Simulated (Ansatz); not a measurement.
**AlFH₂OS: small, medium and large basis sets**

The task here is to estimate one member of a computed series from the others.

Program: Ansatz 0.2.0, Gaussian basis. Level of theory: one geometry, several basis sets. These are calculated values, not measurements.

Plan: PBE0-D4/def2-SVP; ωB97M-V/def2-SVP; PBE0-D4/def2-QZVPP; ωB97M-V/def2-QZVPP; CCSD(T)/cc-pV(D+d)Z; CCSD(T)/cc-pV(T+d)Z; CCSD(T)/cc-pV(Q+d)Z; the functionals' def2-TZVPP values are taken from earlier runs.

### The relaxed structure

All runs share one geometry, relaxed beforehand with PBE0-D4 in a triple-zeta def2 set.

SMILES `[OH][Al]([F])[SH]`, 6 atoms, charge 0, spin multiplicity 1.

Atoms are counted from 1 here; the program's logs count them from 0.

Bond lengths: O1–Al2 1.679 Å, O1–H5 0.955 Å, Al2–F3 1.641 Å, Al2–S4 2.167 Å, S4–H6 1.345 Å. Angles: Al2–O1–H5 125.1°, O1–Al2–F3 118.1°, O1–Al2–S4 123.1°, F3–Al2–S4 118.8°, Al2–S4–H6 92.0°.

The first run:

Contents of in.yaml:

```yaml
crystal:
  periodic: [false, false, false]
  atoms:
    - {symbol: O, position_ang: [1.399563, -0.456348, -1.028912]}
    - {symbol: Al, position_ang: [0.238559, -0.260759, 0.168068]}
    - {symbol: F, position_ang: [0.421348, -1.100986, 1.565665]}
    - {symbol: S, position_ang: [-1.478595, 1.043103, -0.050262]}
    - {symbol: H, position_ang: [1.392230, -0.019295, -1.877868]}
    - {symbol: H, position_ang: [-1.931004, 0.730385, 1.177109]}
basis:
  gaussian: {orbitals: def2-SVP}
hamiltonian: {xc: pbe0, dispersion: d4}
output: {orbitals: {seedname: orbitals}}
```

Command:

```
> ansatz run in.yaml --threads 2 --pin off --events-out ev --progress --plain --max-ram 32768MiB --backend cpu
```

Steps of the session up to this table: PBE0-D4 in def2-SVP; ωB97M-V in def2-SVP; PBE0-D4 in def2-QZVPP; ωB97M-V in def2-QZVPP.

One table of the session follows, with a row left open; its other results are not shown here.

It belongs to the step «Functionals by basis». 

| functional | basis | HOMO (eV) |
| --- | --- | --- |
| PBE0-D4 | def2-SVP | ? |
| PBE0-D4 | def2-TZVPP | -8.05 |
| PBE0-D4 | def2-QZVPP | -8.08 |
| ωB97M-V | def2-SVP | -10.02 |
| ωB97M-V | def2-TZVPP | -10.23 |
| ωB97M-V | def2-QZVPP | -10.28 |

**Question.** Estimate the row for PBE0-D4, def2-SVP.

The run gave: HOMO (eV): -7.88. In the column «HOMO (eV)» it is the highest.
